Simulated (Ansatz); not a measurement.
# CH7FSi2 (SMILES F[SiH2]C[SiH3]): wB97X/6-31G(d) (spherical functions)

Aim: the energy change on altering one bond length of CH7FSi2 at wB97X/6-31G* (spherical functions), from 2 runs. 

Program for the calculation: Ansatz 0.2.0.

58 further runs of the same task are left out: 1 that didn't finish, 57 set aside as unsound or not needed.

## Step 1: Starting point

CH7FSi2 has 11 atoms, charge 0, and is taken as a singlet. As SMILES, `F[SiH2]C[SiH3]`. The coordinates come from a PBE0-D4/def2-TZVP relaxation. This is one conformer, not always the lowest.

Bond lengths: F1–Si2 1.604 Å, Si2–C3 1.854 Å, C3–Si4 1.877 Å, Si2–H5 1.484 Å, Si2–H6 1.484 Å, C3–H7 1.097 Å, C3–H8 1.095 Å, Si4–H9 1.485 Å, Si4–H10 1.488 Å, Si4–H11 1.487 Å. Some angles: F1–Si2–C3 109.3°, Si2–C3–Si4 115.3°, F1–Si2–H5 107.5°, F1–Si2–H6 107.1°, C3–Si2–H5 110.7°, C3–Si2–H6 112.0°, Si2–C3–H7 107.4°, Si2–C3–H8 109.5°, Si4–C3–H7 108.3°, Si4–C3–H8 109.0°.

## Step 2: A single-point energy at wB97X/6-31G(d) (spherical functions)

The input, job.yaml:

```yaml
crystal:
  periodic: [false, false, false]
  atoms:
    - {symbol: F, position_ang: [-1.629100, 1.667400, 0.202000]}
    - {symbol: Si, position_ang: [-0.069200, 1.498400, 0.534400]}
    - {symbol: C, position_ang: [0.349200, -0.305900, 0.605500]}
    - {symbol: Si, position_ang: [-0.157200, -1.306900, -0.899700]}
    - {symbol: H, position_ang: [0.694000, 2.172900, -0.545000]}
    - {symbol: H, position_ang: [0.175700, 2.177500, 1.831400]}
    - {symbol: H, position_ang: [1.437100, -0.385200, 0.722600]}
    - {symbol: H, position_ang: [-0.101300, -0.751100, 1.498900]}
    - {symbol: H, position_ang: [-1.636400, -1.388400, -0.995700]}
    - {symbol: H, position_ang: [0.369900, -0.665700, -2.134100]}
    - {symbol: H, position_ang: [0.392600, -2.686000, -0.812200]}
basis:
  gaussian:
    orbitals: 6-31G_st_-spherical.json
output: {orbitals: {seedname: orbitals}}
hamiltonian:
  xc: {name: wB97X}
accuracy: high
```

The basis set 6-31G* is read from a file made from the Basis Set Exchange's data (not shown).

On the command line:

```
$ ansatz run job.yaml --threads 1 --pin off --max-ram 3480MiB --events-out events.jsonl --progress --plain --runs-dir runs
```

Log:

```text
Warning: RAYON_NUM_THREADS=1 ignored (pool sized by the plan → 1); use --threads N
Functional definition: wB97X
  name "wB97X"
  parameter omega = 0.3/bohr
  parameter cx = 0.157706
  parameter cx1 = 0.726479
  parameter cx2 = 1.04760
  parameter cx3 = -5.70635
  parameter cx4 = 13.2794
  parameter css1 = -4.33879
  parameter css2 = 18.2308
  parameter css3 = -31.7430
  parameter css4 = 17.2901
  parameter cos1 = 2.37031
  parameter cos2 = -11.3995
  parameter cos3 = 6.58405
  parameter cos4 = -3.78132
  exchange = spin_sum(e_x_unif_sr(omega)*poly(b97_u_x, 1 - cx, cx1, cx2, cx3, cx4)) + cx*exact_x_sr(omega)
      + exact_x_lr(omega)
  correlation = spin_sum(e_c_pw_same_spin*poly(b97_u_same, 1, css1, css2, css3, css4))
      + integral(e_c_pw_opposite_spin*poly(b97_u_opposite, 1, cos1, cos2, cos3, cos4))
1847 factors; integrals over basis functions are off by at most 3.6e-9 eV
411 factors; integrals over basis functions are off by at most 2.3e-9 eV
mean field evaluation 1: about -19619.8845 eV, gradient 3.7e1 eV
mean field evaluation 2: about -19620.6006 eV, gradient 3.4e1 eV
mean field evaluation 4: about -19622.4903 eV, gradient 1.5e0 eV
mean field evaluation 8: about -19622.6468 eV, gradient 2.1e-2 eV
mean field evaluation 16: about -19622.6468 eV, gradient 5.4e-6 eV
mean field -19622.64676196 eV, -721.1189677942 hartree, gradient 4.8e-8 eV, S^2 0.000000; 0 other end points of the search recorded, 0 dependent functions left out
reference -19622.64675835 eV, -721.1189676616 hartree; 25, 25 occupied and 53, 53 virtual orbitals, 1847 factors
Total energy: -19622.64675835 eV, -721.1189676616 hartree
```

Wall time 32 s (1 thread of Arm Neoverse V1, shared host); peak memory 0.52 GiB.

## Step 3: The distorted shape

The input, run.yaml:

```yaml
crystal:
  periodic: [false, false, false]
  atoms:
    - symbol: F
      position_ang: [-2.131182, 3.832571, 0.116680]
    - symbol: Si
      position_ang: [-0.571282, 3.663571, 0.449080]
    - symbol: C
      position_ang: [0.349200, -0.305900, 0.605500]
    - symbol: Si
      position_ang: [-0.157200, -1.306900, -0.899700]
    - symbol: H
      position_ang: [0.191918, 4.338071, -0.630320]
    - symbol: H
      position_ang: [-0.326382, 4.342671, 1.746080]
    - symbol: H
      position_ang: [1.437100, -0.385200, 0.722600]
    - symbol: H
      position_ang: [-0.101300, -0.751100, 1.498900]
    - symbol: H
      position_ang: [-1.636400, -1.388400, -0.995700]
    - symbol: H
      position_ang: [0.369900, -0.665700, -2.134100]
    - symbol: H
      position_ang: [0.392600, -2.686000, -0.812200]
basis:
  gaussian: {orbitals: 6-31G_st_-spherical.json}
hamiltonian: {xc: {name: wB97X}}
accuracy: high
output: {orbitals: {seedname: orbitals}}
```

The basis set 6-31G* is read from a file made from the Basis Set Exchange's data (not shown).

On the command line:

```
$ ansatz run run.yaml --threads 1 --pin off --max-ram 3480MiB --events-out events.jsonl --progress --plain --runs-dir runs
```

Log, cut to the lines that bear on the results:

```text
Warning: RAYON_NUM_THREADS=1 ignored (pool sized by the plan → 1); use --threads N
[... 2 set-up lines as earlier in the session ...]
[...]
      + exact_x_lr(omega)
[...]
      + integral(e_c_pw_opposite_spin*poly(b97_u_opposite, 1, cos1, cos2, cos3, cos4))
1738 factors; integrals over basis functions are off by at most 4.2e-8 eV
463 factors; integrals over basis functions are off by at most 2.3e-9 eV
[...]
mean field -19616.64527035 eV, -720.8984170457 hartree, gradient 5.2e-8 eV, S^2 0.000000; 0 other end points of the search recorded, 0 dependent functions left out
reference -19616.64526618 eV, -720.8984168924 hartree; 25, 25 occupied and 53, 53 virtual orbitals, 1738 factors
Total energy: -19616.64526618 eV, -720.8984168924 hartree
```

It took 27 s on 1 thread of Arm Neoverse V1, shared host; peak memory 0.5 GiB.

## Step 4: Results

At wB97X/6-31G* (spherical functions):

```
                                                          quantity          value
                                         first shape: total energy  -721.11897 Eh
                                          first shape: HOMO energy      -11.14 eV
                                          first shape: LUMO energy        2.81 eV
                                        first shape: HOMO–LUMO gap       13.95 eV
                                     distorted shape: total energy  -720.89842 Eh
                                      distorted shape: HOMO energy       -7.48 eV
                                      distorted shape: LUMO energy       -2.30 eV
                                    distorted shape: HOMO–LUMO gap        5.18 eV
energy change with the Si2–C3 bond stretched from 1.854 to 4.078 Å       6.001 eV
```

**Reading.** With the Si2–C3 bond stretched from 1.854 to 4.078 Å the energy rises by 6.00 eV (579 kJ/mol). The first shape isn't relaxed at this level, so the change isn't measured from a minimum. A restricted reference can't describe the breaking bond well at this length.
